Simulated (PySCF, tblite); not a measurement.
# C6H11F3: geometry, infrared bands and NMR shifts

Wanted: the infrared bands and NMR shifts of C6H11F3 (`CC(CF)(CF)CCF`), by calculation.

Programs: tblite 0.8.0 and PySCF 2.14.0, with density-fitted response routines of our own. Each step states its level of theory. These are calculated values for one molecule in the gas phase, unless marked as measured. Atoms are numbered from 0 throughout.

### Step 1. The starting structure

20 atoms, charge 0, multiplicity 1; geometry from: force field or distance geometry start.

Bonds of the start (Å): C0–C1 1.53, C1–C2 1.53, C2–F3 1.36, C1–C4 1.54, C4–F5 1.37, C1–C6 1.56, C6–C7 1.53, C7–F8 1.35, C0–H9 1.11, C0–H10 1.09, C0–H11 1.09, C2–H12 1.10, C2–H13 1.10, C4–H14 1.10, C4–H15 1.10, C6–H16 1.09, C6–H17 1.11, C7–H18 1.09, C7–H19 1.09.

### Step 2. Optimising the geometry with GFN2-xTB

What the job is given:

```
{"job": {"kind": "relax", "xc": "GFN2-xTB", "basis": "xTB"}, "charge": 0, "multiplicity": 1}
C     -0.483700     0.894800    -1.253500
C     -0.427600    -0.029000    -0.038800
C     -1.582000    -1.034200    -0.105600
F     -1.451700    -1.792300    -1.232700
C     -0.593400     0.791700     1.259200
F     -1.840000     1.350700     1.258600
C      0.907000    -0.833000    -0.029900
C      2.185000    -0.011900     0.130500
F      2.198500     0.556800     1.357300
H     -1.476000     1.383200    -1.319400
H     -0.333200     0.341100    -2.185000
H      0.255500     1.688900    -1.198200
H     -1.615700    -1.701000     0.765600
H     -2.557100    -0.528400    -0.178200
H      0.122400     1.624300     1.316300
H     -0.502200     0.176500     2.162800
H      0.983700    -1.412800    -0.951300
H      0.873200    -1.566600     0.797700
H      3.058200    -0.659700     0.062300
H      2.273900     0.771200    -0.620900
```

Started as:

```sh
$ OMP_NUM_THREADS=1 python probes_run.py task.json out
```

This one command runs all jobs of the session in turn.

**Question.** This job is followed by: GFN2-xTB harmonic vibrations, gas phase; GIAO PBE0/pcSseg-1 NMR shielding, non-relativistic, gas phase. Predict these results of the whole session: strongest single infrared mode (GFN2-xTB); zero-point energy (GFN2-xTB); 13C shifts against TMS (PBE0/pcSseg-1, means over atoms taken as alike); 1H shifts against TMS (PBE0/pcSseg-1, means over atoms taken as alike); 19F shifts against CFCl3 (PBE0/pcSseg-1, means over atoms taken as alike).

**Answer**, as computed:

| quantity | value |
| --- | --- |
| strongest single infrared mode (GFN2-xTB) | 1056 cm⁻¹, 129 km/mol |
| zero-point energy (GFN2-xTB) | 102.1 kcal/mol |
| 13C shifts against TMS (PBE0/pcSseg-1, means over atoms taken as alike) | 92.6, 83.5, 43.2, 39.2, 17.7 ppm |
| 1H shifts against TMS (PBE0/pcSseg-1, means over atoms taken as alike) | 4.85, 4.71, 4.66, 1.67, 1.32 ppm |
| 19F shifts against CFCl3 (PBE0/pcSseg-1, means over atoms taken as alike) | -242.8, -265.1 ppm |

Relaxing lowered the energy by 0.069 eV in 39 steps; the close pair that moved most is C7–F8, from 1.352 to 1.377 Å. All 54 modes are real, so the xTB geometry is a minimum. The strongest single mode, at 1056 cm⁻¹, is carried by C2, F3, C4. GFN2-xTB is a fitted tight-binding method: band positions and strengths are rough. Its intensities can rank the bands wrongly. At PBE0/pcSseg-1: The largest span, 100 ppm, is at C7, where the paramagnetic term is -137 ppm.
